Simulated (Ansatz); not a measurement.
# FH₁₀N₂Si₃ radical (built from SMILES F.[SiH3]N[SiH]N[SiH3]): search for a transition state, part 2 of 3

Ansatz 0.2.0, Gaussian basis; PBE0-D4.

**7. Relaxing after a step of 0.30 Å one way along the mode**

Contents of downa/in.yaml:

```yaml
crystal:
  periodic: [false, false, false]
  atoms:
    - {symbol: Si, position_ang: [0.746567, 1.257313, 0.756375]}
    - {symbol: N, position_ang: [1.379627, -0.454910, 0.086488]}
    - {symbol: Si, position_ang: [0.939770, -0.901846, -1.596557]}
    - {symbol: N, position_ang: [-0.966044, 1.123010, 0.200280]}
    - {symbol: Si, position_ang: [-2.240333, 0.033965, 0.639519]}
    - {symbol: H, position_ang: [0.677565, 0.928074, 2.214612]}
    - {symbol: H, position_ang: [2.187231, -0.067065, 0.223838]}
    - {symbol: F, position_ang: [2.630198, 1.409143, 0.770805]}
    - {symbol: H, position_ang: [1.221839, -1.207567, 0.757108]}
    - {symbol: H, position_ang: [1.906333, -1.943731, -2.018860]}
    - {symbol: H, position_ang: [-0.438308, -1.440228, -1.643776]}
    - {symbol: H, position_ang: [1.082684, 0.330035, -2.395296]}
    - {symbol: H, position_ang: [-1.280526, 1.936689, -0.316782]}
    - {symbol: H, position_ang: [-1.589872, -1.192672, 1.181731]}
    - {symbol: H, position_ang: [-3.181280, 0.549243, 1.677428]}
    - {symbol: H, position_ang: [-3.075451, -0.359352, -0.536814]}
basis:
  gaussian: {orbitals: def2-TZVP}
magnetization: {spin_polarized: true, initial_magnetization: 1}
hamiltonian: {xc: pbe0, dispersion: d4}
relax: {f_tol: 0.005, max_steps: 200}
```

Run with:

```sh
> ansatz run in.yaml --threads 2 --pin off --events-out ev --progress --plain --max-ram 20480MiB --backend cuda --devices 0, --max-vram 18GiB
```

Log:

```text
Functional definition: PBE0
  name "PBE0"
  cite "Adamo & Barone, J. Chem. Phys. 110, 6158 (1999) doi:10.1063/1.478522"
  cite "Perdew, Burke & Ernzerhof, Phys. Rev. Lett. 77, 3865 (1996) doi:10.1103/PhysRevLett.77.3865"
  parent pbe
  parameter a = 0.25
  parameter kappa = 0.804
  parameter beta = 0.06672455060314922
  exchange = (1 - a)*pbe_x(kappa = kappa, mu = beta*pi^2/3) + a*exact_x
  correlation = pbe_c(beta = beta)
1710 factors; their error is unknown
mean field evaluation 1: about -29468.4132 eV, gradient 5.8e1 eV
mean field evaluation 2: about -29449.6469 eV, gradient 8.5e1 eV
mean field evaluation 4: about -29480.2230 eV, gradient 6.0e0 eV
mean field evaluation 8: about -29480.3601 eV, gradient 6.7e-2 eV
mean field evaluation 16: about -29480.4712 eV, gradient 1.9e-4 eV
mean field -29480.47119282 eV, -1083.3873337552 hartree, gradient 4.0e-5 eV, S^2 0.752420; 0 other end points of the search recorded, 0 dependent functions left out
the calculation of the forces begins
reference -29480.47123465 eV, -1083.3873352924 hartree; 38, 37 occupied and 226, 227 virtual orbitals, 1710 factors
relax step   1: F+E_penalty+E_count = -29480.86130150 eV  Δ(F+E_penalty+E_count) = +0.000e0 eV  max|allowed force component| = 7.179e0 eV/Å  Δτ_max = 0.0000 Å  (31 SCF iters, accepted)
these checks for a lower state are left out or cut short: starts, cluster_reference, orbital_swaps, neighbouring_geometries, increment
1710 factors; their error is unknown
mean field -29481.04228330 eV, -1083.4083209429 hartree, gradient 1.3e-5 eV, S^2 0.752346; 0 other end points of the search recorded, 0 dependent functions left out
the calculation of the forces begins
reference -29481.04232503 eV, -1083.4083224765 hartree; 38, 37 occupied and 226, 227 virtual orbitals, 1710 factors
relax step   2: F+E_penalty+E_count = -29481.44074655 eV  Δ(F+E_penalty+E_count) = -5.794e-1 eV  max|allowed force component| = 1.271e0 eV/Å  Δτ_max = 0.1124 Å  (34 SCF iters, accepted)
these checks for a lower state are left out or cut short: starts, cluster_reference, orbital_swaps, neighbouring_geometries, increment
1710 factors; their error is unknown
mean field evaluation 32: about -29481.2080 eV, gradient 1.7e-5 eV
mean field -29481.20800860 eV, -1083.4144112354 hartree, gradient 1.7e-5 eV, S^2 0.752287; 0 other end points of the search recorded, 0 dependent functions left out
the calculation of the forces begins
reference -29481.20805049 eV, -1083.4144127749 hartree; 38, 37 occupied and 226, 227 virtual orbitals, 1710 factors
relax step   3: F+E_penalty+E_count = -29481.61540210 eV  Δ(F+E_penalty+E_count) = -1.747e-1 eV  max|allowed force component| = 1.004e0 eV/Å  Δτ_max = 0.1325 Å  (33 SCF iters, accepted)
[... from here on, the SCF cycles and remarks between the steps are left out ...]
relax step   4: F+E_penalty+E_count = -29481.68342100 eV  Δ(F+E_penalty+E_count) = -6.802e-2 eV  max|allowed force component| = 1.513e0 eV/Å  Δτ_max = 0.1947 Å  (34 SCF iters, accepted)
relax step   5: F+E_penalty+E_count = -29481.76404191 eV  Δ(F+E_penalty+E_count) = -8.062e-2 eV  max|allowed force component| = 7.856e-1 eV/Å  Δτ_max = 0.0768 Å  (34 SCF iters, accepted)
relax step   6: F+E_penalty+E_count = -29481.77567210 eV  Δ(F+E_penalty+E_count) = -1.163e-2 eV  max|allowed force component| = 4.460e-1 eV/Å  Δτ_max = 0.2000 Å  (35 SCF iters, accepted)
relax step   7: F+E_penalty+E_count = -29481.79301858 eV  Δ(F+E_penalty+E_count) = -1.735e-2 eV  max|allowed force component| = 1.916e-1 eV/Å  Δτ_max = 0.0940 Å  (33 SCF iters, accepted)
relax step   8: F+E_penalty+E_count = -29481.79820259 eV  Δ(F+E_penalty+E_count) = -5.184e-3 eV  max|allowed force component| = 1.248e-1 eV/Å  Δτ_max = 0.0339 Å  (34 SCF iters, accepted)
relax step   9: F+E_penalty+E_count = -29481.80124894 eV  Δ(F+E_penalty+E_count) = -3.046e-3 eV  max|allowed force component| = 4.055e-2 eV/Å  Δτ_max = 0.0479 Å  (33 SCF iters, accepted)
relax step  10: F+E_penalty+E_count = -29481.80254887 eV  Δ(F+E_penalty+E_count) = -1.300e-3 eV  max|allowed force component| = 3.749e-2 eV/Å  Δτ_max = 0.0431 Å  (33 SCF iters, accepted)
relax step  11: F+E_penalty+E_count = -29481.80344465 eV  Δ(F+E_penalty+E_count) = -8.958e-4 eV  max|allowed force component| = 4.054e-2 eV/Å  Δτ_max = 0.0499 Å  (34 SCF iters, accepted)
relax step  12: F+E_penalty+E_count = -29481.80415783 eV  Δ(F+E_penalty+E_count) = -7.132e-4 eV  max|allowed force component| = 5.679e-2 eV/Å  Δτ_max = 0.0463 Å  (34 SCF iters, accepted)
relax step  13: F+E_penalty+E_count = -29481.80490090 eV  Δ(F+E_penalty+E_count) = -7.431e-4 eV  max|allowed force component| = 4.227e-2 eV/Å  Δτ_max = 0.0536 Å  (34 SCF iters, accepted)
relax step  14: F+E_penalty+E_count = -29481.80551592 eV  Δ(F+E_penalty+E_count) = -6.150e-4 eV  max|allowed force component| = 5.575e-2 eV/Å  Δτ_max = 0.0371 Å  (34 SCF iters, accepted)
relax step  15: F+E_penalty+E_count = -29481.80635927 eV  Δ(F+E_penalty+E_count) = -8.434e-4 eV  max|allowed force component| = 8.015e-2 eV/Å  Δτ_max = 0.0521 Å  (35 SCF iters, accepted)
relax step  16: F+E_penalty+E_count = -29481.80769928 eV  Δ(F+E_penalty+E_count) = -1.340e-3 eV  max|allowed force component| = 2.103e-1 eV/Å  Δτ_max = 0.0810 Å  (34 SCF iters, accepted)
relax step  17: F+E_penalty+E_count = -29481.80942192 eV  Δ(F+E_penalty+E_count) = -1.723e-3 eV  max|allowed force component| = 3.216e-1 eV/Å  Δτ_max = 0.0521 Å  (35 SCF iters, accepted)
relax step  18: F+E_penalty+E_count = -29481.81173290 eV  Δ(F+E_penalty+E_count) = -2.311e-3 eV  max|allowed force component| = 6.634e-1 eV/Å  Δτ_max = 0.1255 Å  (34 SCF iters, accepted)
relax step  19: F+E_penalty+E_count = -29481.81712965 eV  Δ(F+E_penalty+E_count) = -5.397e-3 eV  max|allowed force component| = 6.186e-1 eV/Å  Δτ_max = 0.0457 Å  (35 SCF iters, accepted)
relax step  20: F+E_penalty+E_count = -29481.83308952 eV  Δ(F+E_penalty+E_count) = -1.596e-2 eV  max|allowed force component| = 5.729e-1 eV/Å  Δτ_max = 0.1368 Å  (33 SCF iters, accepted)
relax step  21: F+E_penalty+E_count = -29481.82427118 eV  Δ(F+E_penalty+E_count) = +8.818e-3 eV  max|allowed force component| = 8.285e-1 eV/Å  Δτ_max = 0.2000 Å  (38 SCF iters, rejected (line search))
relax step  22: F+E_penalty+E_count = -29481.85992173 eV  Δ(F+E_penalty+E_count) = -2.683e-2 eV  max|allowed force component| = 5.053e-1 eV/Å  Δτ_max = 0.0978 Å  (33 SCF iters, accepted)
relax step  23: F+E_penalty+E_count = -29481.88467672 eV  Δ(F+E_penalty+E_count) = -2.475e-2 eV  max|allowed force component| = 3.069e-1 eV/Å  Δτ_max = 0.0951 Å  (33 SCF iters, accepted)
relax step  24: F+E_penalty+E_count = -29481.89840356 eV  Δ(F+E_penalty+E_count) = -1.373e-2 eV  max|allowed force component| = 2.040e-1 eV/Å  Δτ_max = 0.1275 Å  (33 SCF iters, accepted)
relax step  25: F+E_penalty+E_count = -29481.91278002 eV  Δ(F+E_penalty+E_count) = -1.438e-2 eV  max|allowed force component| = 3.222e-1 eV/Å  Δτ_max = 0.0781 Å  (34 SCF iters, accepted)
relax step  26: F+E_penalty+E_count = -29481.93491448 eV  Δ(F+E_penalty+E_count) = -2.213e-2 eV  max|allowed force component| = 6.098e-1 eV/Å  Δτ_max = 0.1967 Å  (33 SCF iters, accepted)
relax step  27: F+E_penalty+E_count = -29481.96970260 eV  Δ(F+E_penalty+E_count) = -3.479e-2 eV  max|allowed force component| = 6.468e-1 eV/Å  Δτ_max = 0.0720 Å  (33 SCF iters, accepted)
relax step  28: F+E_penalty+E_count = -29482.02127657 eV  Δ(F+E_penalty+E_count) = -5.157e-2 eV  max|allowed force component| = 8.512e-1 eV/Å  Δτ_max = 0.1721 Å  (33 SCF iters, accepted)
relax step  29: F+E_penalty+E_count = -29482.09230873 eV  Δ(F+E_penalty+E_count) = -7.103e-2 eV  max|allowed force component| = 3.986e-1 eV/Å  Δτ_max = 0.1998 Å  (33 SCF iters, accepted)
relax step  30: F+E_penalty+E_count = -29482.10405452 eV  Δ(F+E_penalty+E_count) = -1.175e-2 eV  max|allowed force component| = 4.131e-1 eV/Å  Δτ_max = 0.1059 Å  (33 SCF iters, accepted)
relax step  31: F+E_penalty+E_count = -29482.11404337 eV  Δ(F+E_penalty+E_count) = -9.989e-3 eV  max|allowed force component| = 2.584e-1 eV/Å  Δτ_max = 0.0726 Å  (34 SCF iters, accepted)
relax step  32: F+E_penalty+E_count = -29482.12075888 eV  Δ(F+E_penalty+E_count) = -6.716e-3 eV  max|allowed force component| = 1.746e-1 eV/Å  Δτ_max = 0.0771 Å  (34 SCF iters, accepted)
relax step  33: F+E_penalty+E_count = -29482.12474985 eV  Δ(F+E_penalty+E_count) = -3.991e-3 eV  max|allowed force component| = 1.947e-1 eV/Å  Δτ_max = 0.0998 Å  (33 SCF iters, accepted)
relax step  34: F+E_penalty+E_count = -29482.12684599 eV  Δ(F+E_penalty+E_count) = -2.096e-3 eV  max|allowed force component| = 7.397e-2 eV/Å  Δτ_max = 0.0548 Å  (34 SCF iters, accepted)
relax step  35: F+E_penalty+E_count = -29482.12815780 eV  Δ(F+E_penalty+E_count) = -1.312e-3 eV  max|allowed force component| = 4.110e-2 eV/Å  Δτ_max = 0.0640 Å  (33 SCF iters, accepted)
relax step  36: F+E_penalty+E_count = -29482.12880161 eV  Δ(F+E_penalty+E_count) = -6.438e-4 eV  max|allowed force component| = 5.242e-2 eV/Å  Δτ_max = 0.0581 Å  (34 SCF iters, accepted)
relax step  37: F+E_penalty+E_count = -29482.12928592 eV  Δ(F+E_penalty+E_count) = -4.843e-4 eV  max|allowed force component| = 2.590e-2 eV/Å  Δτ_max = 0.0487 Å  (34 SCF iters, accepted)
relax step  38: F+E_penalty+E_count = -29482.12963457 eV  Δ(F+E_penalty+E_count) = -3.487e-4 eV  max|allowed force component| = 2.789e-2 eV/Å  Δτ_max = 0.0407 Å  (34 SCF iters, accepted)
relax step  39: F+E_penalty+E_count = -29482.13002264 eV  Δ(F+E_penalty+E_count) = -3.881e-4 eV  max|allowed force component| = 5.491e-2 eV/Å  Δτ_max = 0.0636 Å  (33 SCF iters, accepted)
relax step  40: F+E_penalty+E_count = -29482.13052544 eV  Δ(F+E_penalty+E_count) = -5.028e-4 eV  max|allowed force component| = 5.826e-2 eV/Å  Δτ_max = 0.0587 Å  (34 SCF iters, accepted)
relax step  41: F+E_penalty+E_count = -29482.13146537 eV  Δ(F+E_penalty+E_count) = -9.399e-4 eV  max|allowed force component| = 1.031e-1 eV/Å  Δτ_max = 0.1121 Å  (33 SCF iters, accepted)
relax step  42: F+E_penalty+E_count = -29482.13302934 eV  Δ(F+E_penalty+E_count) = -1.564e-3 eV  max|allowed force component| = 1.044e-1 eV/Å  Δτ_max = 0.0583 Å  (34 SCF iters, accepted)
relax step  43: F+E_penalty+E_count = -29482.13711375 eV  Δ(F+E_penalty+E_count) = -4.084e-3 eV  max|allowed force component| = 2.078e-1 eV/Å  Δτ_max = 0.1954 Å  (33 SCF iters, accepted)
relax step  44: F+E_penalty+E_count = -29482.14130686 eV  Δ(F+E_penalty+E_count) = -4.193e-3 eV  max|allowed force component| = 2.002e-1 eV/Å  Δτ_max = 0.0825 Å  (33 SCF iters, accepted)
relax step  45: F+E_penalty+E_count = -29482.14890221 eV  Δ(F+E_penalty+E_count) = -7.595e-3 eV  max|allowed force component| = 2.099e-1 eV/Å  Δτ_max = 0.1359 Å  (33 SCF iters, accepted)
relax step  46: F+E_penalty+E_count = -29482.15641122 eV  Δ(F+E_penalty+E_count) = -7.509e-3 eV  max|allowed force component| = 2.450e-1 eV/Å  Δτ_max = 0.1370 Å  (33 SCF iters, accepted)
relax step  47: F+E_penalty+E_count = -29482.16497667 eV  Δ(F+E_penalty+E_count) = -8.565e-3 eV  max|allowed force component| = 2.372e-1 eV/Å  Δτ_max = 0.1410 Å  (32 SCF iters, accepted)
relax step  48: F+E_penalty+E_count = -29482.17176680 eV  Δ(F+E_penalty+E_count) = -6.790e-3 eV  max|allowed force component| = 1.838e-1 eV/Å  Δτ_max = 0.1146 Å  (32 SCF iters, accepted)
relax step  49: F+E_penalty+E_count = -29482.17664096 eV  Δ(F+E_penalty+E_count) = -4.874e-3 eV  max|allowed force component| = 6.556e-2 eV/Å  Δτ_max = 0.0499 Å  (33 SCF iters, accepted)
relax step  50: F+E_penalty+E_count = -29482.17792147 eV  Δ(F+E_penalty+E_count) = -1.281e-3 eV  max|allowed force component| = 4.020e-2 eV/Å  Δτ_max = 0.0387 Å  (33 SCF iters, accepted)
relax step  51: F+E_penalty+E_count = -29482.17794313 eV  Δ(F+E_penalty+E_count) = -2.167e-5 eV  max|allowed force component| = 2.799e-2 eV/Å  Δτ_max = 0.0213 Å  (34 SCF iters, accepted)
relax step  52: F+E_penalty+E_count = -29482.17852818 eV  Δ(F+E_penalty+E_count) = -5.850e-4 eV  max|allowed force component| = 2.136e-2 eV/Å  Δτ_max = 0.0240 Å  (34 SCF iters, accepted)
relax step  53: F+E_penalty+E_count = -29482.17884068 eV  Δ(F+E_penalty+E_count) = -3.125e-4 eV  max|allowed force component| = 3.109e-2 eV/Å  Δτ_max = 0.0328 Å  (34 SCF iters, accepted)
relax step  54: F+E_penalty+E_count = -29482.17904901 eV  Δ(F+E_penalty+E_count) = -2.083e-4 eV  max|allowed force component| = 3.133e-2 eV/Å  Δτ_max = 0.0275 Å  (33 SCF iters, accepted)
relax step  55: F+E_penalty+E_count = -29482.17919495 eV  Δ(F+E_penalty+E_count) = -1.459e-4 eV  max|allowed force component| = 2.076e-2 eV/Å  Δτ_max = 0.0267 Å  (34 SCF iters, accepted)
relax step  56: F+E_penalty+E_count = -29482.17927880 eV  Δ(F+E_penalty+E_count) = -8.385e-5 eV  max|allowed force component| = 1.098e-2 eV/Å  Δτ_max = 0.0213 Å  (35 SCF iters, accepted)
relax step  57: F+E_penalty+E_count = -29482.17937751 eV  Δ(F+E_penalty+E_count) = -9.871e-5 eV  max|allowed force component| = 1.796e-2 eV/Å  Δτ_max = 0.0238 Å  (35 SCF iters, accepted)
relax step  58: F+E_penalty+E_count = -29482.17951867 eV  Δ(F+E_penalty+E_count) = -1.412e-4 eV  max|allowed force component| = 5.791e-2 eV/Å  Δτ_max = 0.0797 Å  (33 SCF iters, accepted)
relax step  59: F+E_penalty+E_count = -29482.17963814 eV  Δ(F+E_penalty+E_count) = -1.195e-4 eV  max|allowed force component| = 4.908e-2 eV/Å  Δτ_max = 0.0127 Å  (34 SCF iters, accepted)
relax step  60: F+E_penalty+E_count = -29482.17974701 eV  Δ(F+E_penalty+E_count) = -1.089e-4 eV  max|allowed force component| = 3.415e-2 eV/Å  Δτ_max = 0.0125 Å  (34 SCF iters, accepted)
relax step  61: F+E_penalty+E_count = -29482.17984531 eV  Δ(F+E_penalty+E_count) = -9.831e-5 eV  max|allowed force component| = 1.219e-2 eV/Å  Δτ_max = 0.0427 Å  (33 SCF iters, accepted)
relax step  62: F+E_penalty+E_count = -29482.17987077 eV  Δ(F+E_penalty+E_count) = -2.545e-5 eV  max|allowed force component| = 1.016e-2 eV/Å  Δτ_max = 0.0069 Å  (28 SCF iters, accepted)
relax step  63: F+E_penalty+E_count = -29482.17988419 eV  Δ(F+E_penalty+E_count) = -1.342e-5 eV  max|allowed force component| = 6.577e-3 eV/Å  Δτ_max = 0.0048 Å  (27 SCF iters, accepted)
these checks for a lower state are left out or cut short: starts, cluster_reference, orbital_swaps, neighbouring_geometries, increment
1710 factors; their error is unknown
mean field -29481.79923626 eV, -1083.4361384514 hartree, gradient 2.2e-5 eV, S^2 0.751690; 0 other end points of the search recorded, 0 dependent functions left out
the calculation of the forces begins
reference -29481.79927936 eV, -1083.4361400350 hartree; 38, 37 occupied and 226, 227 virtual orbitals, 1710 factors
relax step  64: F+E_penalty+E_count = -29482.17989377 eV  Δ(F+E_penalty+E_count) = -9.581e-6 eV  max|allowed force component| = 2.216e-3 eV/Å  Δτ_max = 0.0067 Å  (27 SCF iters, accepted)
1710 factors; their error is unknown
mean field -29481.79923626 eV, -1083.4361384514 hartree, gradient 2.8e-5 eV, S^2 0.751690; 1 other end points of the search recorded, 0 dependent functions left out
the calculation of the forces begins
reference -29481.79927936 eV, -1083.4361400350 hartree; 38, 37 occupied and 226, 227 virtual orbitals, 1710 factors
Total energy: -29482.17993686 eV, -1083.4501289403 hartree
Atom 0 at     0.531121     2.004128     1.369976 Å, force     0.001939     0.001680     0.002216 eV/Å
Atom 1 at     1.172593    -1.109499    -0.011866 Å, force     0.001228     0.000908    -0.001351 eV/Å
Atom 2 at     0.890358    -1.211528    -1.713442 Å, force     0.000294     0.000833     0.000286 eV/Å
Atom 3 at    -0.894056     1.629992     0.514162 Å, force    -0.001909    -0.000756    -0.000484 eV/Å
Atom 4 at    -1.893731     0.216066     0.677489 Å, force    -0.000765    -0.001302    -0.000666 eV/Å
Atom 5 at     0.649271     1.058462     2.513442 Å, force     0.000045    -0.000339     0.000141 eV/Å
Atom 6 at     1.879571    -0.457762     0.296718 Å, force    -0.000799    -0.001485     0.000959 eV/Å
Atom 7 at     1.867872     1.811859     0.481497 Å, force     0.001425    -0.000524    -0.000824 eV/Å
Atom 8 at     1.250427    -1.974933     0.500215 Å, force     0.000031     0.000622     0.000370 eV/Å
Atom 9 at     2.094113    -1.530581    -2.536844 Å, force     0.000394    -0.000205    -0.000150 eV/Å
Atom 10 at    -0.110495    -2.286949    -1.932302 Å, force    -0.000677    -0.000987     0.000065 eV/Å
Atom 11 at     0.358231     0.089790    -2.192448 Å, force    -0.000349     0.000323    -0.000003 eV/Å
Atom 12 at    -1.192376     2.300601    -0.180649 Å, force    -0.000889     0.001087    -0.001000 eV/Å
Atom 13 at    -1.430496    -0.536176     1.865425 Å, force    -0.000241     0.000067     0.000126 eV/Å
Atom 14 at    -3.305812     0.643968     0.879819 Å, force    -0.000133     0.000284     0.000551 eV/Å
Atom 15 at    -1.866590    -0.647337    -0.531093 Å, force     0.000406    -0.000206    -0.000236 eV/Å
Dipole moment:    -0.099638    -0.029281     0.105681 e Å
```

It took 2.6 min on 1 × a share of an NVIDIA H100 with 2 threads of AMD EPYC 7R13, shared host; peak host memory 0.99 GiB.

The steps of the relaxation: (not every step is listed)

```
step  energy from step 1 (eV)  largest force component (eV/Å)
   1                   0.0000                          7.1791
   2                  -0.5794                          1.2712
   3                  -0.7541                          1.0040
   4                  -0.8221                          1.5132
   5                  -0.9027                          0.7856
   6                  -0.9144                          0.4460
   7                  -0.9317                          0.1916
   8                  -0.9369                          0.1248
   9                  -0.9399                          0.0406
  14                  -0.9442                          0.0558
  19                  -0.9558                          0.6186
  24                  -1.0371                          0.2040
  29                  -1.2310                          0.3986
  34                  -1.2655                          0.0740
  39                  -1.2687                          0.0549
  44                  -1.2800                          0.2002
  49                  -1.3153                          0.0656
  54                  -1.3177                          0.0313
  59                  -1.3183                          0.0491
  60                  -1.3184                          0.0341
  61                  -1.3185                          0.0122
  62                  -1.3186                          0.0102
  63                  -1.3186                          0.0066
  64                  -1.3186                          0.0022
```

Distances of close pairs at the start and the end, largest changes first:

```
   bond  before (Å)  after (Å)  change (Å)
 Si1–N2       1.945      3.466      +1.522
 Si1–F8       1.890      1.617      -0.273
  N2–H7       0.906      1.010      +0.103
 Si1–N4       1.806      1.704      -0.102
 N2–Si3       1.796      1.728      -0.068
  N2–H9       1.020      1.009      -0.012
Si3–H10       1.483      1.493      +0.010
Si3–H12       1.475      1.485      +0.010
```

(Continued in part 3 of 3.)
